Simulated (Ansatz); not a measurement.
# ClH6N3Ti: one species, many methods

One table from this session's results is given with a row withheld; the runs are named, their logs left out.

Method: functionals in def2-TZVPP, the program's frozen cores in correlated methods; program: Ansatz 0.2.0, Gaussian basis.

Plan: LDA (SPW92), PBE-D4, revPBE-D4, BLYP-D4, r2SCAN-D4, B97M-V, PBE0-D4, B3LYP-D4, r2SCANh-D4, r2SCAN0-D4, HSE06-D4, BHLYP-D4, CAM-B3LYP-D4, LC-ωPBE, ωB97X-V, ωB97M-V, B2PLYP, PBE-QIDH; CCSD(T)/def2-SVP; CCSD(T)/def2-TZVPP; MP2/def2-QZVPP; extrapolation to the limit; RPA on PBE.

### The geometry

The geometry comes from an earlier relaxation with PBE0-D4 in a triple-zeta def2 set; it is a stationary point, not always the lowest conformer.

SMILES `[NH2][Ti]([NH2])([NH2])[Cl]`, 11 atoms, charge 0, spin multiplicity 1.

Atoms are counted from 1 here; the program's logs count them from 0.

Bond lengths: N1–Ti2 1.872 Å, N1–H6 1.012 Å, N1–H7 1.009 Å, Ti2–N3 1.872 Å, Ti2–N4 1.872 Å, Ti2–Cl5 2.238 Å, N3–H8 1.012 Å, N3–H9 1.009 Å, N4–H10 1.012 Å, N4–H11 1.009 Å. Angles: Ti2–N1–H6 122.8°, Ti2–N1–H7 126.0°, H6–N1–H7 110.5°, N1–Ti2–N3 107.0°, N1–Ti2–N4 107.0°, N1–Ti2–Cl5 111.9°, N3–Ti2–N4 107.0°, N3–Ti2–Cl5 111.9°, N4–Ti2–Cl5 111.9°, Ti2–N3–H8 122.9°, Ti2–N3–H9 126.0°, H8–N3–H9 110.5°, Ti2–N4–H10 122.9°, Ti2–N4–H11 126.0°, H10–N4–H11 110.5°.

The first run:

in.yaml reads:

```yaml
crystal:
  periodic: [false, false, false]
  atoms:
    - {symbol: N, position_ang: [-1.565733, 0.766951, 0.106102]}
    - {symbol: Ti, position_ang: [0.260580, 0.358771, 0.078605]}
    - {symbol: N, position_ang: [0.541865, -0.972568, 1.363596]}
    - {symbol: N, position_ang: [0.623796, -0.407317, -1.589919]}
    - {symbol: Cl, position_ang: [1.524791, 2.165905, 0.459514]}
    - {symbol: H, position_ang: [-1.982831, 1.370581, 0.803012]}
    - {symbol: H, position_ang: [-2.233489, 0.548295, -0.618160]}
    - {symbol: H, position_ang: [1.462580, -1.228223, 1.696681]}
    - {symbol: H, position_ang: [-0.172159, -1.427288, 1.912838]}
    - {symbol: H, position_ang: [0.747780, 0.141844, -2.430795]}
    - {symbol: H, position_ang: [0.858219, -1.373851, -1.760575]}
basis:
  gaussian: {orbitals: def2-TZVPP}
hamiltonian: {xc: lda}
output: {orbitals: {seedname: orbitals}}
```

Command:

```
> ansatz run in.yaml --threads 2 --pin off --events-out ev --progress --plain --max-ram 32768MiB --backend cpu
```

Among the steps run: LDA; PBE-D4 (GGA); revPBE-D4 (GGA); BLYP-D4 (GGA); r2SCAN-D4 (meta-GGA); B97M-V (meta-GGA); B3LYP-D4 (hybrid); r2SCANh-D4 (hybrid); r2SCAN0-D4 (hybrid); HSE06-D4 (hybrid); BHLYP-D4 (hybrid); CAM-B3LYP-D4 (range-separated); LC-ωPBE (range-separated); ωB97X-V (range-separated); ωB97M-V (range-separated); B2PLYP (double hybrid); PBE-QIDH (double hybrid).

One table of the session follows, with a row left open; its other results are not shown here.

It belongs to the step «Orbital energies across the functionals». 

| functional | HOMO (eV) | gap (eV) |
| --- | --- | --- |
| LDA (SPW92) | -6.36 | 3.83 |
| PBE-D4 | -6.17 | 3.86 |
| revPBE-D4 | -6.09 | 3.87 |
| BLYP-D4 | -6.04 | 3.83 |
| r2SCAN-D4 | -6.45 | 4.23 |
| B97M-V | -6.51 | 4.29 |
| PBE0-D4 | -7.54 | 6.21 |
| B3LYP-D4 | -7.30 | 5.69 |
| r2SCANh-D4 | -6.97 | 5.13 |
| r2SCAN0-D4 | -7.75 | 6.49 |
| HSE06-D4 | -7.13 | 5.42 |
| BHLYP-D4 | -8.83 | 8.64 |
| CAM-B3LYP-D4 | -8.99 | 8.76 |
| LC-ωPBE | ? | ? |
| ωB97X-V | -10.03 | 10.90 |
| ωB97M-V | -9.93 | 10.78 |

**Question.** Estimate the row for LC-ωPBE.

The run gave: HOMO (eV): -10.42; gap (eV): 11.33. In the column «HOMO (eV)» it is the lowest.
